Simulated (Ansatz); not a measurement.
# Cu2Rh: the cost of one run

Program: Ansatz 0.2.0. Level of theory: DFT PBE, scalar-relativistic, plane waves, PAW. These are calculated values, not measurements.

**1. The system as given**

The structure is tetragonal, space group I4/mmm (No. 139). The conventional cell has a = 3.667 Å, b = 3.667 Å, c = 6.014 Å, α = 90.00°, β = 90.00°, γ = 90.00°. Cu (site symmetry 4mm) has 1 Cu at 1.12 Å as nearest neighbours. Around Rh (site symmetry 4/mmm) lie 10 Cu at 2.45 to 2.65 Å.

Structure file:

```xyz
3
Lattice="-1.8334 1.8334 3.0070 1.8334 -1.8334 3.0070 1.8334 1.8334 -3.0070" Properties=species:S:1:pos:R:3 pbc="T T T"
Cu    0.0000    0.0000    3.5663
Cu    0.0000    0.0000    2.4477
Rh    0.0000    0.0000    0.0000
```

(A quick probe on a coarse mesh, which set the mesh and smearing, is not shown.)

**3. A loose first relaxation**

input.yaml

```yaml
crystal:
  lattice:
    - [-1.8334336997, 1.8334336997, 3.0070197954]
    - [1.8334336997, -1.8334336997, 3.0070197954]
    - [1.8334336997, 1.8334336997, -3.0070197954]
  atoms:
    - { symbol: Cu, position: [0.593, 0.593, 0.0] }
    - { symbol: Cu, position: [0.407, 0.407, 0.0] }
    - { symbol: Rh, position: [0.0, 0.0, 0.0] }
basis:
  ecutwfc: 420
kpoints:
  mp_grid: { grid: [6, 6, 6] }
hamiltonian:
  xc: pbe
scf:
  occupations: { method: gaussian, width: 0.1 }
  lower_state_search: "off"
output:
  forces: true
  stress: true
  eigenvalues: true
relax:
  adjacent_minimum: "off"
  f_tol: 0.04
  max_steps: 70
  cell: { stress_tol: 0.4 }
```

On the command line:

```sh
$ ansatz run input.yaml --threads 1 --pin off --max-ram 2560MiB --backend cpu --events-out ev --progress --plain --runs-dir out
```

What time and memory should one allow on 1 thread of Intel Xeon Platinum 8259CL at 2.50GHz (Skylake/Cascade Lake), shared host?

About 1.7 min, with a peak of 0.42 GiB.
